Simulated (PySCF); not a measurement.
**A gas-phase reaction: ClFZn + H2S → ClHSZn + FH**

Wanted: the reaction energy for `[F][Zn][Cl]` + `S` → `[SH][Zn][Cl]` + `F`.

Computed with PySCF 2.14.0; each step states its level. No surroundings beyond the atoms listed, unless a continuum is named. Atoms count from 0, parts from 1.

### Step 1. The system as given

Each species was relaxed by itself at PBE0-D3(BJ)/def2-SVPD.

### Step 2. Reaction energy: wB97M-D3(BJ)/def2-TZVPD

What the job is given:

```
{"job": {"kind": "react", "xc": "wB97M-D3(BJ)", "basis": "def2-TZVPD"}, "charge": 0, "multiplicity": 1}
-1 ClFZn charge 0 multiplicity 1
F     -0.051720     0.147000    -1.860150
Zn    -0.003420     0.009740    -0.117540
Cl     0.055140    -0.156750     1.977700

-1 H2S charge 0 multiplicity 1
S     -0.008810     0.615480    -0.000600
H     -0.980400    -0.321770    -0.005080
H      0.969350    -0.314910     0.004720

+1 ClHSZn charge 0 multiplicity 1
S     -1.132820    -0.528000    -1.055790
Zn     0.604740    -0.174260     0.201820
Cl     2.312920     0.149300     1.418940
H     -1.784830     0.552960    -0.564960

+1 FH charge 0 multiplicity 1
F      0.459810     0.008610    -0.013810
H     -0.459810    -0.008610     0.013810
```

Level: wB97M-D3(BJ)/def2-TZVPD reaction energy of separated species, gas phase.

The run is started by

```sh
> OMP_NUM_THREADS=1 python cluster_run.py task.json out
```

This one command runs all jobs of the session in turn.

What it wrote:

```text
species 1 (ClFZn)
coarse grid: 19056 points
cycle   1  E = -2339.5376325385  dE = -2.461e-01  |g| = 1.043e+00  |ddm| = 1.578e+00
cycle   2  E = -2339.4019631217  dE =  1.357e-01  |g| = 1.738e+00  |ddm| = 1.315e+00
cycle   3  E = -2339.6788358660  dE = -2.769e-01  |g| = 8.335e-02  |ddm| = 6.593e-01
cycle   4  E = -2339.6803192429  dE = -1.483e-03  |g| = 2.612e-02  |ddm| = 1.090e-01
cycle   5  E = -2339.6804904647  dE = -1.712e-04  |g| = 5.891e-03  |ddm| = 2.512e-02
cycle   6  E = -2339.6805131903  dE = -2.273e-05  |g| = 3.354e-03  |ddm| = 1.350e-02
cycle   7  E = -2339.6805156780  dE = -2.488e-06  |g| = 1.286e-03  |ddm| = 3.390e-03
final grid: 36392 points
cycle   8  E = -2339.6803822833  dE = -4.711e-07  |g| = 1.686e-03  |ddm| = 1.970e-03
cycle   9  E = -2339.6803821627  dE =  1.206e-07  |g| = 2.320e-03  |ddm| = 1.550e-03
cycle  10  E = -2339.6803826431  dE = -4.804e-07  |g| = 2.308e-04  |ddm| = 6.696e-04
cycle  11  E = -2339.6803826525  dE = -9.406e-09  |g| = 9.821e-05  |ddm| = 1.824e-04
cycle  12  E = -2339.6803826587  dE = -6.170e-09  |g| = 2.909e-05  |ddm| = 2.546e-04
cycle  13  E = -2339.6803826588  dE = -1.623e-10  |g| = 1.804e-06  |ddm| = 3.950e-05
converged SCF energy = -2339.6803826588

species 2 (H2S)
coarse grid: 11264 points
cycle   1  E = -399.4336010465  dE = -1.424e-01  |g| = 1.945e-01  |ddm| = 1.016e+00
cycle   2  E = -399.4459451789  dE = -1.234e-02  |g| = 1.106e-01  |ddm| = 2.399e-01
cycle   3  E = -399.4491445920  dE = -3.199e-03  |g| = 1.578e-02  |ddm| = 9.278e-02
cycle   4  E = -399.4492189344  dE = -7.434e-05  |g| = 4.851e-03  |ddm| = 1.790e-02
cycle   5  E = -399.4492311718  dE = -1.224e-05  |g| = 9.336e-04  |ddm| = 7.536e-03
cycle   6  E = -399.4492319030  dE = -7.312e-07  |g| = 1.776e-04  |ddm| = 2.124e-03
final grid: 22496 points
cycle   7  E = -399.4492195073  dE = -2.322e-08  |g| = 1.134e-04  |ddm| = 6.070e-04
cycle   8  E = -399.4492195103  dE = -2.971e-09  |g| = 6.804e-05  |ddm| = 1.499e-04
cycle   9  E = -399.4492195110  dE = -7.668e-10  |g| = 8.729e-06  |ddm| = 5.990e-05
converged SCF energy = -399.4492195110

species 3 (ClHSZn)
coarse grid: 22544 points
cycle   1  E = -2638.5356806327  dE = -2.044e-01  |g| = 8.722e-01  |ddm| = 1.661e+00
cycle   2  E = -2638.4836573165  dE =  5.202e-02  |g| = 1.428e+00  |ddm| = 1.108e+00
cycle   3  E = -2638.6327542206  dE = -1.491e-01  |g| = 8.828e-02  |ddm| = 4.843e-01
cycle   4  E = -2638.6349360345  dE = -2.182e-03  |g| = 2.452e-02  |ddm| = 1.163e-01
cycle   5  E = -2638.6351370917  dE = -2.011e-04  |g| = 5.948e-03  |ddm| = 2.775e-02
cycle   6  E = -2638.6351692720  dE = -3.218e-05  |g| = 1.595e-03  |ddm| = 1.559e-02
cycle   7  E = -2638.6351718145  dE = -2.543e-06  |g| = 7.004e-04  |ddm| = 4.245e-03
final grid: 41904 points
cycle   8  E = -2638.6349877559  dE = -2.566e-07  |g| = 6.492e-04  |ddm| = 1.618e-03
cycle   9  E = -2638.6349877541  dE =  1.805e-09  |g| = 1.062e-03  |ddm| = 5.504e-04
cycle  10  E = -2638.6349878293  dE = -7.515e-08  |g| = 7.288e-05  |ddm| = 3.071e-04
cycle  11  E = -2638.6349878350  dE = -5.679e-09  |g| = 3.972e-05  |ddm| = 1.858e-04
cycle  12  E = -2638.6349878364  dE = -1.422e-09  |g| = 6.039e-06  |ddm| = 1.177e-04
cycle  13  E = -2638.6349878364  dE = -2.865e-11  |g| = 2.224e-06  |ddm| = 1.299e-05
converged SCF energy = -2638.6349878364

species 4 (FH)
coarse grid: 7776 points
cycle   1  E = -100.4688149367  dE = -9.409e-02  |g| = 4.644e-01  |ddm| = 6.197e-01
cycle   2  E = -100.4724957881  dE = -3.681e-03  |g| = 5.038e-01  |ddm| = 3.808e-01
cycle   3  E = -100.5053097094  dE = -3.281e-02  |g| = 2.574e-02  |ddm| = 1.678e-01
cycle   4  E = -100.5053856880  dE = -7.598e-05  |g| = 5.007e-03  |ddm| = 1.077e-02
cycle   5  E = -100.5053903293  dE = -4.641e-06  |g| = 4.334e-04  |ddm| = 3.766e-03
final grid: 16976 points
cycle   6  E = -100.5053937748  dE = -6.400e-08  |g| = 1.070e-04  |ddm| = 8.222e-04
cycle   7  E = -100.5053937782  dE = -3.442e-09  |g| = 8.252e-05  |ddm| = 2.184e-04
cycle   8  E = -100.5053937791  dE = -8.897e-10  |g| = 2.034e-05  |ddm| = 3.753e-05
converged SCF energy = -100.5053937791

Reaction energy = -7.162 kcal/mol
```

Wall time 23 s (1 thread of Arm Neoverse N1, shared host); peak memory 0.53 GiB.

Species by species (with the dispersion term, which the log's SCF energies lack):

```csv
ν,species,energy (Eh),HOMO (eV)
-1,[F][Zn][Cl],-2339.68198,-11.80
-1,S,-399.45056,-9.89
+1,[SH][Zn][Cl],-2638.63832,-10.03
+1,F,-100.50563,-14.54
```

### Step 3. Reaction energy: PBE0-D3(BJ)/def2-TZVPD

Settings changed since step 2:

```diff
@@ -1,2 +1,2 @@
-{"job": {"kind": "react", "xc": "wB97M-D3(BJ)", "basis": "def2-TZVPD"}, "charge": 0, "multiplicity": 1}
+{"job": {"kind": "react", "xc": "PBE0", "basis": "def2-TZVPD", "disp": "d3bj"}, "charge": 0, "multiplicity": 1}
 -1 ClFZn charge 0 multiplicity 1
```

With the program's defaults for keys left out, this is: PBE0-D3(BJ)/def2-TZVPD reaction energy of separated species, gas phase.

What it wrote:

```text
species 1 (ClFZn)
coarse grid: 19056 points
cycle   1  E = -2338.9193240832  dE = -1.779e-01  |g| = 1.160e+00  |ddm| = 1.645e+00
cycle   2  E = -2338.3062717812  dE =  6.131e-01  |g| = 2.588e+00  |ddm| = 2.105e+00
cycle   3  E = -2339.0801143517  dE = -7.738e-01  |g| = 2.564e-01  |ddm| = 1.426e+00
cycle   4  E = -2339.0870962072  dE = -6.982e-03  |g| = 1.416e-01  |ddm| = 2.075e-01
cycle   5  E = -2339.0895985646  dE = -2.502e-03  |g| = 2.030e-02  |ddm| = 5.468e-02
cycle   6  E = -2339.0896926702  dE = -9.411e-05  |g| = 7.378e-03  |ddm| = 2.167e-02
cycle   7  E = -2339.0897004631  dE = -7.793e-06  |g| = 6.641e-04  |ddm| = 4.381e-03
final grid: 36392 points
cycle   8  E = -2339.0896808912  dE = -6.112e-08  |g| = 6.797e-04  |ddm| = 8.248e-04
cycle   9  E = -2339.0896808531  dE =  3.810e-08  |g| = 9.671e-04  |ddm| = 7.811e-04
cycle  10  E = -2339.0896809621  dE = -1.091e-07  |g| = 1.930e-04  |ddm| = 4.051e-04
cycle  11  E = -2339.0896809664  dE = -4.305e-09  |g| = 1.368e-05  |ddm| = 8.196e-05
cycle  12  E = -2339.0896809664  dE = -2.501e-11  |g| = 8.778e-06  |ddm| = 8.703e-06
converged SCF energy = -2339.0896809664

species 2 (H2S)
coarse grid: 2864 points
cycle   1  E = -399.2518631031  dE = -9.251e-02  |g| = 1.630e-01  |ddm| = 1.023e+00
cycle   2  E = -399.2538572514  dE = -1.994e-03  |g| = 1.600e-01  |ddm| = 2.978e-01
cycle   3  E = -399.2614716895  dE = -7.614e-03  |g| = 1.497e-02  |ddm| = 1.477e-01
cycle   4  E = -399.2614863016  dE = -1.461e-05  |g| = 1.103e-03  |ddm| = 5.881e-03
cycle   5  E = -399.2614866820  dE = -3.804e-07  |g| = 6.136e-04  |ddm| = 1.717e-03
final grid: 22496 points
cycle   6  E = -399.2625173998  dE = -7.085e-06  |g| = 4.896e-03  |ddm| = 1.692e-02
cycle   7  E = -399.2625180325  dE = -6.327e-07  |g| = 3.961e-03  |ddm| = 6.699e-03
cycle   8  E = -399.2625209652  dE = -2.933e-06  |g| = 2.911e-04  |ddm| = 3.504e-03
cycle   9  E = -399.2625209930  dE = -2.777e-08  |g| = 3.582e-05  |ddm| = 2.357e-04
cycle  10  E = -399.2625209933  dE = -3.614e-10  |g| = 6.382e-06  |ddm| = 2.919e-05
converged SCF energy = -399.2625209933

species 3 (ClHSZn)
coarse grid: 22544 points
cycle   1  E = -2637.8508944562  dE = -1.654e-01  |g| = 1.008e+00  |ddm| = 1.744e+00
cycle   2  E = -2637.6027780646  dE =  2.481e-01  |g| = 2.003e+00  |ddm| = 1.761e+00
cycle   3  E = -2637.9688694594  dE = -3.661e-01  |g| = 1.028e-01  |ddm| = 1.053e+00
cycle   4  E = -2637.9707895429  dE = -1.920e-03  |g| = 3.644e-02  |ddm| = 1.422e-01
cycle   5  E = -2637.9710866961  dE = -2.972e-04  |g| = 4.019e-03  |ddm| = 3.322e-02
cycle   6  E = -2637.9710884121  dE = -1.716e-06  |g| = 1.833e-03  |ddm| = 4.342e-03
final grid: 41904 points
cycle   7  E = -2637.9710441732  dE =  3.746e-07  |g| = 2.619e-03  |ddm| = 3.482e-03
cycle   8  E = -2637.9710424116  dE =  1.762e-06  |g| = 5.016e-03  |ddm| = 4.882e-03
cycle   9  E = -2637.9710454328  dE = -3.021e-06  |g| = 6.536e-04  |ddm| = 2.554e-03
cycle  10  E = -2637.9710455132  dE = -8.049e-08  |g| = 5.661e-05  |ddm| = 4.725e-04
cycle  11  E = -2637.9710455140  dE = -7.649e-10  |g| = 3.368e-06  |ddm| = 5.966e-05
converged SCF energy = -2637.9710455140

species 4 (FH)
coarse grid: 1712 points
cycle   1  E = -100.3541377782  dE = -3.605e-02  |g| = 4.958e-01  |ddm| = 6.253e-01
cycle   2  E = -100.3146180358  dE =  3.952e-02  |g| = 7.430e-01  |ddm| = 5.125e-01
cycle   3  E = -100.3938622552  dE = -7.924e-02  |g| = 2.284e-02  |ddm| = 2.892e-01
cycle   4  E = -100.3939378138  dE = -7.556e-05  |g| = 4.205e-03  |ddm| = 9.787e-03
cycle   5  E = -100.3939397979  dE = -1.984e-06  |g| = 3.557e-04  |ddm| = 1.247e-03
final grid: 16976 points
cycle   6  E = -100.3948398248  dE = -1.859e-05  |g| = 4.003e-03  |ddm| = 7.541e-03
cycle   7  E = -100.3948378934  dE =  1.931e-06  |g| = 5.507e-03  |ddm| = 3.357e-03
cycle   8  E = -100.3948419949  dE = -4.101e-06  |g| = 9.886e-05  |ddm| = 2.016e-03
cycle   9  E = -100.3948419961  dE = -1.268e-09  |g| = 1.773e-05  |ddm| = 3.909e-05
cycle  10  E = -100.3948419962  dE = -4.701e-11  |g| = 3.062e-06  |ddm| = 1.023e-05
converged SCF energy = -100.3948419962

Reaction energy = -9.207 kcal/mol
```

It took 12 s on 1 thread of Arm Neoverse N1, shared host; peak memory 0.51 GiB.

Reaction energy at this level: -9.21 kcal/mol.

### Step 4. Reaction energy: MP2/def2-TZVPD

Settings changed since step 3:

```diff
@@ -1,2 +1,2 @@
-{"job": {"kind": "react", "xc": "PBE0", "basis": "def2-TZVPD", "disp": "d3bj"}, "charge": 0, "multiplicity": 1}
+{"job": {"kind": "react", "xc": "MP2", "basis": "def2-TZVPD"}, "charge": 0, "multiplicity": 1}
 -1 ClFZn charge 0 multiplicity 1
```

Level: MP2/def2-TZVPD reaction energy of separated species, gas phase.

What it wrote:

```text
species 1 (ClFZn)
final grid: 36392 points
cycle   1  E = -2336.8112161701  dE = -3.724e-01  |g| = 6.729e-01  |ddm| = 1.557e+00
cycle   2  E = -2336.8515656157  dE = -4.035e-02  |g| = 6.377e-01  |ddm| = 6.173e-01
cycle   3  E = -2336.8922168401  dE = -4.065e-02  |g| = 6.601e-02  |ddm| = 2.251e-01
cycle   4  E = -2336.8929452316  dE = -7.284e-04  |g| = 3.218e-02  |ddm| = 5.698e-02
cycle   5  E = -2336.8931302178  dE = -1.850e-04  |g| = 8.267e-03  |ddm| = 3.090e-02
cycle   6  E = -2336.8931532262  dE = -2.301e-05  |g| = 2.425e-03  |ddm| = 1.039e-02
cycle   7  E = -2336.8931567634  dE = -3.537e-06  |g| = 6.571e-04  |ddm| = 4.924e-03
cycle   8  E = -2336.8931570816  dE = -3.183e-07  |g| = 1.717e-04  |ddm| = 1.461e-03
cycle   9  E = -2336.8931570984  dE = -1.678e-08  |g| = 4.142e-05  |ddm| = 2.859e-04
cycle  10  E = -2336.8931570997  dE = -1.234e-09  |g| = 1.314e-05  |ddm| = 8.104e-05
cycle  11  E = -2336.8931570998  dE = -1.210e-10  |g| = 4.337e-06  |ddm| = 2.848e-05
converged SCF energy = -2336.8931570998

species 2 (H2S)
final grid: 22496 points
cycle   1  E = -398.6881057164  dE = -1.695e-01  |g| = 2.014e-01  |ddm| = 9.977e-01
cycle   2  E = -398.7050958667  dE = -1.699e-02  |g| = 7.023e-02  |ddm| = 1.849e-01
cycle   3  E = -398.7068534371  dE = -1.758e-03  |g| = 2.154e-02  |ddm| = 5.635e-02
cycle   4  E = -398.7071962424  dE = -3.428e-04  |g| = 6.311e-03  |ddm| = 2.471e-02
cycle   5  E = -398.7072256567  dE = -2.941e-05  |g| = 1.395e-03  |ddm| = 9.171e-03
cycle   6  E = -398.7072271384  dE = -1.482e-06  |g| = 3.129e-04  |ddm| = 2.398e-03
cycle   7  E = -398.7072272241  dE = -8.569e-08  |g| = 5.002e-05  |ddm| = 6.832e-04
cycle   8  E = -398.7072272263  dE = -2.251e-09  |g| = 1.186e-05  |ddm| = 9.128e-05
cycle   9  E = -398.7072272264  dE = -1.240e-10  |g| = 1.951e-06  |ddm| = 2.073e-05
converged SCF energy = -398.7072272264

species 3 (ClHSZn)
final grid: 41904 points
cycle   1  E = -2635.4860438474  dE = -2.464e-01  |g| = 4.733e-01  |ddm| = 1.630e+00
cycle   2  E = -2635.5227522962  dE = -3.671e-02  |g| = 4.795e-01  |ddm| = 5.537e-01
cycle   3  E = -2635.5417232682  dE = -1.897e-02  |g| = 5.780e-02  |ddm| = 1.771e-01
cycle   4  E = -2635.5429356343  dE = -1.212e-03  |g| = 2.189e-02  |ddm| = 7.591e-02
cycle   5  E = -2635.5431947624  dE = -2.591e-04  |g| = 5.970e-03  |ddm| = 3.418e-02
cycle   6  E = -2635.5432250379  dE = -3.028e-05  |g| = 1.671e-03  |ddm| = 1.247e-02
cycle   7  E = -2635.5432278732  dE = -2.835e-06  |g| = 4.967e-04  |ddm| = 3.819e-03
cycle   8  E = -2635.5432280944  dE = -2.212e-07  |g| = 1.175e-04  |ddm| = 1.147e-03
cycle   9  E = -2635.5432281082  dE = -1.382e-08  |g| = 3.912e-05  |ddm| = 2.553e-04
cycle  10  E = -2635.5432281099  dE = -1.653e-09  |g| = 9.761e-06  |ddm| = 1.089e-04
cycle  11  E = -2635.5432281100  dE = -8.595e-11  |g| = 3.041e-06  |ddm| = 2.370e-05
converged SCF energy = -2635.5432281100

species 4 (FH)
final grid: 16976 points
cycle   1  E = -100.0371193118  dE = -1.649e-01  |g| = 4.007e-01  |ddm| = 6.032e-01
cycle   2  E = -100.0578871823  dE = -2.077e-02  |g| = 2.336e-01  |ddm| = 2.533e-01
cycle   3  E = -100.0646337429  dE = -6.747e-03  |g| = 2.356e-02  |ddm| = 8.092e-02
cycle   4  E = -100.0647511763  dE = -1.174e-04  |g| = 6.199e-03  |ddm| = 1.253e-02
cycle   5  E = -100.0647668894  dE = -1.571e-05  |g| = 1.459e-03  |ddm| = 5.122e-03
cycle   6  E = -100.0647681625  dE = -1.273e-06  |g| = 2.290e-04  |ddm| = 1.848e-03
cycle   7  E = -100.0647681969  dE = -3.439e-08  |g| = 1.958e-05  |ddm| = 4.211e-04
cycle   8  E = -100.0647681971  dE = -1.844e-10  |g| = 2.360e-06  |ddm| = 2.495e-05
converged SCF energy = -100.0647681971

Reaction energy = -7.538 kcal/mol
```

It took 7.2 s on 1 thread of Arm Neoverse N1, shared host; peak memory 0.43 GiB.

Reaction energy at this level: -7.54 kcal/mol.

### Step 5. Side by side

Energies in kcal/mol, with wall time:

```
                    run  reaction   time
wB97M-D3(BJ)/def2-TZVPD     -7.16   23 s
 PBE0-D3(BJ)/def2-TZVPD     -9.21   12 s
         MP2/def2-TZVPD     -7.54  7.2 s
```

### Step 6. Outcome

```
                                                quantity                    value
               reaction energy (wB97M-D3(BJ)/def2-TZVPD)           -7.16 kcal/mol
                     ΔH, ΔG at 298 K (xTB thermal terms)      -5.8, -5.3 kcal/mol
range of the reaction energy over the runs of this table  -9.21 to -7.16 kcal/mol
```

The reaction is exothermic by 5.8 kcal/mol in the gas phase; dispersion gives -0.40, and xTB itself gave 7.73 for the electronic energy (xTB energies and thermal terms come from the earlier relaxation of each species, not shown). No barrier was sought. xTB and this level differ widely in the electronic energy, so what comes from xTB (the thermal terms above all) is less safe here. The reaction energy runs from -9.21 (PBE0-D3(BJ)/def2-TZVPD) to -7.16 kcal/mol (wB97M-D3(BJ)/def2-TZVPD).
